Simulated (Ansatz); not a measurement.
# TiB2: the cost of one run

Program: the Python package of Ansatz 0.2.0. Level of theory: DFT PBEsol, plane waves, PAW. These are calculated values, not measurements.

## 1. Starting point

It takes space group P6/mmm (No. 191, hexagonal). The conventional cell has a = 3.029 Å, b = 3.029 Å, c = 3.228 Å, α = 90.00°, β = 90.00°, γ = 120.00°. Around Ti (site symmetry 6/mmm) lie 12 B at 2.38 Å. B (site symmetry -6m2) has 3 B at 1.75 Å and 6 Ti at 2.38 Å in its first shell of neighbours.

The script holds or builds the structure itself.

## 2. The script

Contents of tib2_strain.py:

```python
'''A rhombohedral strain scan of TiB2.'''

import ansatz as az
import matplotlib.pyplot as plt
import numpy as np

vectors0 = np.array([
    [3.0292, 0.0, 0.0],
    [-1.5146, 2.623364, 0.0],
    [0.0, 0.0, 3.2284],
])
sites = [
    ('Ti', (0.0, 0.0, 0.0)),
    ('B', (1 / 3, 2 / 3, 0.5)),
    ('B', (2 / 3, 1 / 3, 0.5)),
]


def crystal_on(cell):
    crystal = az.Crystal(lattice=az.Lattice.of(cell))
    for symbol, position in sites:
        crystal = crystal.atom(symbol, position)
    return crystal


def main() -> None:
    # clamped ions: the fractional positions stay as typed
    values = np.linspace(-0.03, 0.03, 5)
    energies = []
    for d in values:
        strain = d / 2 * (np.ones((3, 3)) - np.eye(3))
        cell = vectors0 @ (np.eye(3) + strain)
        job = (
            crystal_on(cell).calculation()
            .functional('pbesol')
            .basis(420)
            .occupations('Fermi-Dirac', width=0.1)
            .pseudopotentials('paw')
            .kpoints(13, 13, 11)
        )
        report = job.run().report
        energies.append(report['free_energy_ev'] / len(sites))
        print(f'd = {d:+.4f}  F = {energies[-1]:.5f} eV/atom')
    energies = np.array(energies)

    for value, e in zip(values, energies):
        print(f'strain {value:7.3f}   E - Emin = {1000 * (e - energies.min()):9.3f} meV/atom')
    plt.figure(figsize=(4.5, 3))
    plt.plot(values, 1000 * (energies - energies.min()), 'o-')
    plt.xlabel('strain')
    plt.ylabel('meV/atom')
    plt.tight_layout()
    plt.savefig('strain.png', dpi=100)
    curvature = 2 * np.polyfit(values, energies, 3)[1]
    volume = abs(np.linalg.det(vectors0)) / len(sites)
    print(f'd2E/dd2 over the volume: {curvature / volume * 160.21766:.1f} GPa')


if __name__ == '__main__':
    main()
```

## 3. The input behind the calls

The engine receives this input (first run):

```yaml
crystal:
  lattice:
    - [3.0292, -0.045438, -0.045438]
    - [-1.55395046, 2.646083, -0.01663146]
    - [-0.048426000000000004, -0.048426000000000004, 3.2284]
  atoms:
    - { symbol: Ti, position: [0.0, 0.0, 0.0] }
    - { symbol: B, position: [0.3333333333333333, 0.6666666666666666, 0.5] }
    - { symbol: B, position: [0.6666666666666666, 0.3333333333333333, 0.5] }
basis:
  ecutwfc: 420.0
kpoints:
  mp_grid:
    grid: [13, 13, 11]
hamiltonian:
  xc: pbesol
  pseudopotentials:
    kind: paw
scf:
  occupations:
    method: fermi_dirac
    width: 0.1
```

## 4. The run

Command:

```
python tib2_strain.py
```

Q: Estimate wall time and peak memory on 1 thread of Arm Neoverse V2, shared host.

About 52 s, with a peak of 0.66 GiB.
